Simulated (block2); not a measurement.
# A workflow on InSiH5O (SMILES [SiH3][O][InH2])

Aim: a single-point energy (singlet InSiH5O, DMRG-CASCI(12 orbitals)/def2-SVP), then the energy (singlet InSiH5O, DMRG-CASCI(12 orbitals)/def2-SVP), then a single-point energy (triplet InSiH5O, DMRG-CASCI(12 orbitals)/def2-SVP) of H5InOSi. 

The results are computed with block2 0.5.4.

1 further run of the same task is left out (it didn't finish).

**1. The system as given**

InSiH5O has 8 atoms, charge 0, and is taken as a singlet. SMILES: `[SiH3][O][InH2]`. The coordinates come from a PBE0-D4/def2-TZVP relaxation.

Bond lengths: Si1–O2 1.622 Å, O2–In3 1.992 Å, Si1–H4 1.496 Å, Si1–H5 1.490 Å, Si1–H6 1.490 Å, In3–H7 1.702 Å, In3–H8 1.706 Å. Angles: Si1–O2–In3 138.5°, O2–Si1–H4 111.8°, O2–Si1–H5 110.7°, O2–Si1–H6 110.8°, O2–In3–H7 110.2°, O2–In3–H8 112.5°, H4–Si1–H5 107.6°, H4–Si1–H6 107.6°, H5–Si1–H6 108.1°, H7–In3–H8 137.3°.

**2. A single-point energy at DMRG-CASCI(12 orbitals)/def2-SVP (core potential, start occupation bias 0.1) (run 1)**

Contents of make_fcidump.py:

```python
from pyscf import ao2mo, gto, mcscf, mp, scf
from pyscf.tools import fcidump

mol = gto.M(atom="""
Si    -0.753000     1.124300    -0.423600
O      0.586500     0.344800     0.055100
In     1.131700    -1.494700     0.592700
H     -1.935600     0.210400    -0.485400
H     -0.565400     1.712300    -1.780300
H     -1.085700     2.230200     0.518600
H      2.789700    -1.527900     0.974400
H     -0.168200    -2.599400     0.548400
""", basis="def2-svp", ecp="def2-svp", charge=0, verbose=3)
print("nao = %d" % (mol.nao))
mf = scf.RHF(mol)
mf.conv_tol = 1e-10
mf.max_cycle = 200
mf.kernel()
if not mf.converged:
    mf = mf.newton().run(mf.mo_coeff, mf.mo_occ)
print(f"E(SCF) = {mf.e_tot:.10f}")
# natural orbitals of MP2 give a compact matrix product state
occ_no, mo = mcscf.addons.make_natural_orbitals(mp.MP2(mf, frozen=10).run())
mf.mo_coeff = mo
# write the integrals of the correlated orbitals
cas = mcscf.CASCI(mf, 12, 10)
h1, ecore = cas.get_h1eff()
fcidump.from_integrals("FCIDUMP", h1, cas.get_h2eff(), 12, 10, nuc=ecore, ms=0)
# FCI check
ci = mcscf.CASCI(mf, 12, (5, 5))
ci.fix_spin_(ss=0)
ci.fcisolver.conv_tol = 1e-10
ci.fcisolver.max_cycle = 200
ci.kernel()
print("E(FCI) = %.10f" % (ci.e_tot))
```

Contents of input.conf:

```
sym c1
orbitals FCIDUMP
nelec 10
spin 0
irrep 1
occ 2 2 2 2 2 0 0 0 0 0 0 0
cbias 0.1
schedule
0 75 1E-07 1E-04
3 100 1E-07 1E-05
5 100 1E-08 0.0
end
maxiter 11
sweep_tol 1E-06
fiedler
mem 1g
num_thrds 1
prefix ./tmp
outputlevel 1
onepdm
```

Run with:

```bash
$ python make_fcidump.py && block2main input.conf
```

The log of the run:

```text
$ python make_fcidump.py
ECP def2-svp not found for  Si
ECP def2-svp not found for  O
ECP def2-svp not found for  H
nao = 83
converged SCF energy = -555.78694533366
E(SCF) = -555.7869453337
E(RMP2) = -556.167691069736  E_corr = -0.380745736075824
E(SCS-RMP2) = -556.171732489726  E_corr = -0.384787156065878
CASCI E = -555.891075003824  E(CI) = -20.0409116508503  S^2 = 0.0000000
E(FCI) = -555.8910750038

$ block2main input.conf

[... 32 lines left out ...]
integral sym error =            0
[... 33 lines left out ...]
Final canonical form =  CRRRRRRRRRRR 0
DMRG Energy = -555.891069819100153
[... 17 lines left out ...]
Expectation | Direction =  forward | BRA bond dimension =  100 | KET bond dimension =  100
Time elapsed =      0.027
NPDM Sorting | Nsites =    12 | Nmaxops =  2 | DotSite = 2 | SymbolFree = T | Compressed = T | LowMem = F | Mem = 1.12 KB
Ttotal =      0.000

DMRG OCC =   1.994 1.983 1.975 1.975 1.974 0.027 0.025 0.023 0.011 0.010 0.001 0.003
```

Run time: 7.7 s. Hardware: 1 thread of AMD EPYC 9R45 (Zen 5), shared host; peak memory 0.3 GiB.

**3. The distorted shape: a single-point energy at DMRG-CASCI(12 orbitals)/def2-SVP (core potential, start occupation bias 0.2) (run 2)**

Contents of prepare.py:

```python
from pyscf import ao2mo, gto, mcscf, mp, scf
from pyscf.tools import fcidump

mol = gto.M(atom="""
Si    -1.10859838     1.07966290    -1.69076631
O      1.42268976    -0.39337862    -0.78615441
In     2.45296844    -3.86952982     0.22976235
H     -3.34338850    -0.64735781    -1.80755138
H     -0.75408576     2.19082186    -4.25455774
H     -2.05167565     4.21446720     0.98001197
H      5.58613436    -3.93226873     0.95107081
H     -0.00348654    -5.95711027     0.14604748
""", basis="def2-svp", ecp="def2-svp", unit="bohr", verbose=4, max_memory=2000)
print("nao                      = %d" % (mol.nao))
mf = scf.RHF(mol)
mf.conv_tol = 1e-10
mf.max_cycle = 200
mf.kernel()
if not mf.converged:
    mf = mf.newton().run(mf.mo_coeff, mf.mo_occ)
print("E(SCF)                   = %.10f" % (mf.e_tot))
# rotate to MP2 natural orbitals
occ_no, mo = mcscf.addons.make_natural_orbitals(mp.MP2(mf, frozen=10).run())
mf.mo_coeff = mo
# FCIDUMP for the DMRG program
cas = mcscf.CASCI(mf, 12, 10)
h1, ecore = cas.get_h1eff()
fcidump.from_integrals("FCIDUMP", h1, cas.get_h2eff(), 12, 10, nuc=ecore, ms=0)
# exact diagonalisation in the same space
ci = mcscf.CASCI(mf, 12, (5, 5))
ci.fix_spin_(ss=0)
ci.fcisolver.conv_tol = 1e-10
ci.fcisolver.max_cycle = 200
ci.kernel()
print("E(FCI)                   = %.10f" % (ci.e_tot))
```

Contents of dmrg.conf:

```
sym c1
orbitals FCIDUMP
nelec 10
spin 0
irrep 1
occ 2 2 2 2 2 0 0 0 0 0 0 0
cbias 0.2
schedule
0 25 1E-09 1E-04
2 50 1E-09 1E-04
5 100 1E-09 1E-05
9 100 1E-10 0.0
end
maxiter 15
sweep_tol 1E-06
gaopt default
mem 2g
num_thrds 1
prefix ./tmp
outputlevel 1
onepdm
```

Run with:

```bash
$ python prepare.py && block2main dmrg.conf
```

The log of the run:

```text
$ python prepare.py
ECP def2-svp not found for  H
ECP def2-svp not found for  O
ECP def2-svp not found for  Si

[... 71 lines left out ...]
converged SCF energy = -555.70704671279
[... 15 lines left out ...]
sorting_mo_energy = False
[... 15 lines left out ...]
CASCI converged
[... 38 lines left out ...]
integral sym error =            0
[... 48 lines left out ...]
Final canonical form =  LLLLLLLLLLLC 10
DMRG Energy = -555.830109688080711
[... 17 lines left out ...]
Expectation | Direction = backward | BRA bond dimension =  100 | KET bond dimension =  100
Time elapsed =      0.033
NPDM Sorting | Nsites =    12 | Nmaxops =  2 | DotSite = 2 | SymbolFree = T | Compressed = T | LowMem = F | Mem = 1.12 KB
Ttotal =      0.000

DMRG OCC =   1.987 1.952 1.975 1.968 1.945 0.072 0.026 0.023 0.031 0.013 0.006 0.001
```

Wall time 11 s (1 thread of AMD EPYC 9R45 (Zen 5), shared host); peak memory 0.3 GiB.

**4. The triplet: the energy at DMRG-CASCI(12 orbitals)/def2-SVP (core potential) (run 4)**

Contents of make_fcidump.py:

```python
from pyscf import ao2mo, gto, mcscf, mp, scf
from pyscf.tools import fcidump

mol = gto.M(atom="mol.xyz", basis="def2-svp", ecp="def2-svp", spin=2, verbose=4)
print("nao                     : %d" % (mol.nao))
mf = scf.ROHF(mol)
mf.conv_tol = 1e-10
mf.max_cycle = 200
mf.kernel()
if not mf.converged:
    mf = mf.newton().run(mf.mo_coeff, mf.mo_occ)
print("E(HF)                   : %.10f" % (mf.e_tot))
occ_no, mo = mcscf.addons.make_natural_orbitals(mp.MP2(mf.to_uhf(), frozen=10).run())
mf.mo_coeff = mo
cas = mcscf.CASCI(mf, 12, 10)
h1, ecore = cas.get_h1eff()
fcidump.from_integrals("FCIDUMP", h1, cas.get_h2eff(), 12, 10, nuc=ecore, ms=2)
ci = mcscf.CASCI(mf, 12, (6, 4))
ci.fix_spin_(ss=2)
ci.fcisolver.conv_tol = 1e-10
ci.fcisolver.max_cycle = 200
ci.kernel()
print("E(FCI)                  : %.10f" % (ci.e_tot))
```

Contents of input.conf:

```
sym c1
orbitals FCIDUMP
nelec 10
spin 2
irrep 1
schedule
0 75 1E-07 1E-04
4 100 1E-07 1E-05
8 100 1E-08 0.0
end
maxiter 14
sweep_tol 1E-06
fiedler
mem 2g
num_thrds 1
prefix ./tmp
outputlevel 1
```

Run with:

```bash
$ python make_fcidump.py && block2main input.conf
```

The log of the run:

```text
$ python make_fcidump.py
ECP def2-svp not found for  Si
ECP def2-svp not found for  H
ECP def2-svp not found for  O

[... 87 lines left out ...]
converged SCF energy = -555.569055261198
[... 15 lines left out ...]
sorting_mo_energy = False
[... 15 lines left out ...]
CASCI converged
[... 34 lines left out ...]
integral sym error =            0
[... 24 lines left out ...]
Sweep =    3 | Direction = backward | Bond dimension =   75 | Noise =  1.00e-04 | Dav threshold =  1.00e-07
Time elapsed =      3.537 | E =    -555.6948081124 | DE = -1.63e-07 | DW = 1.10768e-04

Sweep =    4 | Direction =  forward | Bond dimension =  100 | Noise =  1.00e-05 | Dav threshold =  1.00e-07
Time elapsed =      4.365 | E =    -555.6948683131 | DE = -6.02e-05 | DW = 2.37354e-05

Sweep =    5 | Direction = backward | Bond dimension =  100 | Noise =  1.00e-05 | Dav threshold =  1.00e-07
Time elapsed =      5.255 | E =    -555.6949306374 | DE = -6.23e-05 | DW = 5.25237e-05

Sweep =    6 | Direction =  forward | Bond dimension =  100 | Noise =  1.00e-05 | Dav threshold =  1.00e-07
Time elapsed =      6.148 | E =    -555.6949531804 | DE = -2.25e-05 | DW = 3.20452e-05

Sweep =    7 | Direction = backward | Bond dimension =  100 | Noise =  1.00e-05 | Dav threshold =  1.00e-07
Time elapsed =      7.005 | E =    -555.6949542299 | DE = -1.05e-06 | DW = 5.53607e-05

Sweep =    8 | Direction =  forward | Bond dimension =  100 | Noise =  0.00e+00 | Dav threshold =  1.00e-08
Time elapsed =      8.053 | E =    -555.6949565468 | DE = -2.32e-06 | DW = 3.24463e-05

Sweep =    9 | Direction = backward | Bond dimension =  100 | Noise =  0.00e+00 | Dav threshold =  1.00e-08
Time elapsed =      8.972 | E =    -555.6949568592 | DE = -3.12e-07 | DW = 5.45233e-05

Final canonical form =  CRRRRRRRRRRR 0
DMRG Energy = -555.694956859249942
```

Run time: 17 s. Hardware: 1 thread of AMD EPYC 9R45 (Zen 5), shared host; peak memory 0.27 GiB.

**5. Summary of results**

```
                                             quantity          value
run 1, DMRG-CASCI(12 orbitals)/def2-SVP: total energy  -555.89107 Eh
                        distorted shape: total energy  -555.83011 Eh
                                triplet: total energy  -555.69496 Eh
```
